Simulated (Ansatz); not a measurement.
**ClFHSn radical: one species, many methods**

An exercise on one series of results from a longer session: the logs are not shown, and one member is left open.

Method: functionals in def2-TZVPP, the program's frozen cores in correlated methods; program: Ansatz 0.2.0, Gaussian basis.

Levels to be run: LDA (SPW92), PBE-D4, revPBE-D4, BLYP-D4, r2SCAN-D4, B97M-V, PBE0-D4, B3LYP-D4, r2SCANh-D4, r2SCAN0-D4, HSE06-D4, BHLYP-D4, CAM-B3LYP-D4, LC-ωPBE, ωB97X-V, ωB97M-V, B2PLYP, PBE-QIDH; CCSD(T)/def2-SVP; CCSD(T)/def2-TZVPP; CCSD(T)/def2-QZVPP; extrapolation to the limit; RPA on PBE.

## The relaxed structure

The geometry comes from an earlier relaxation with PBE0-D4 in a triple-zeta def2 set; it is a stationary point. Sn takes the def2 core potential; no spin-orbit term is included.

SMILES `[F][SnH][Cl]`, 4 atoms, charge 0, spin multiplicity 2.

Atoms are counted from 1 here; the program's logs count them from 0.

Bond lengths: F1–Sn2 1.923 Å, Sn2–Cl3 2.331 Å, Sn2–H4 1.741 Å. Angles: F1–Sn2–Cl3 103.7°, F1–Sn2–H4 104.5°, Cl3–Sn2–H4 108.4°.

Set-up of the first run:

in.yaml reads:

```yaml
crystal:
  periodic: [false, false, false]
  atoms:
    - {symbol: F, position_ang: [-1.514764, 0.260969, 0.860576]}
    - {symbol: Sn, position_ang: [-0.250502, -0.208700, -0.509943]}
    - {symbol: Cl, position_ang: [1.378019, -1.422433, 0.633498]}
    - {symbol: H, position_ang: [0.442848, 1.309864, -1.004331]}
basis:
  gaussian: {orbitals: def2-TZVPP}
magnetization: {spin_polarized: true, initial_magnetization: 1}
hamiltonian: {xc: lda}
output: {orbitals: {seedname: orbitals}}
```

Command:

```console
> ansatz run in.yaml --threads 2 --pin off --events-out ev --progress --plain --max-ram 32768MiB --backend cpu
```

Among the steps run: LDA; PBE-D4 (GGA); revPBE-D4 (GGA); BLYP-D4 (GGA); r2SCAN-D4 (meta-GGA); B97M-V (meta-GGA); B3LYP-D4 (hybrid); r2SCANh-D4 (hybrid); r2SCAN0-D4 (hybrid); HSE06-D4 (hybrid); BHLYP-D4 (hybrid); CAM-B3LYP-D4 (range-separated); LC-ωPBE (range-separated); ωB97X-V (range-separated); ωB97M-V (range-separated); B2PLYP (double hybrid); PBE-QIDH (double hybrid).

One table of the session follows, with a row left open; its other results are not shown here.

It belongs to the step «Frontier levels by functional». 

| functional | HOMO (eV) | LUMO (eV) | gap (eV) |
| --- | --- | --- | --- |
| LDA (SPW92) | -6.28 | -5.50 | 0.78 |
| PBE-D4 | -6.20 | -5.17 | 1.03 |
| revPBE-D4 | -6.16 | -5.05 | 1.11 |
| BLYP-D4 | -6.05 | -5.19 | 0.86 |
| r2SCAN-D4 | -6.63 | -4.90 | 1.73 |
| B97M-V | -6.40 | -5.34 | 1.06 |
| PBE0-D4 | -7.38 | -4.35 | 3.03 |
| B3LYP-D4 | -7.15 | -4.74 | 2.41 |
| r2SCANh-D4 | -7.06 | -4.60 | 2.46 |
| r2SCAN0-D4 | -7.70 | -4.15 | 3.56 |
| HSE06-D4 | -6.99 | -4.73 | 2.26 |
| BHLYP-D4 | -8.41 | -3.62 | 4.79 |
| CAM-B3LYP-D4 | -8.63 | -3.49 | 5.14 |
| LC-ωPBE | -9.96 | -2.10 | 7.86 |
| ωB97X-V | ? | ? | ? |
| ωB97M-V | -9.41 | -2.59 | 6.82 |

Estimate the missing values for ωB97X-V.

**Answer.** HOMO (eV): -9.50; LUMO (eV): -2.49; gap (eV): 7.02. In the column «HOMO (eV)» it lies between LC-ωPBE (-9.96) and ωB97M-V (-9.41).
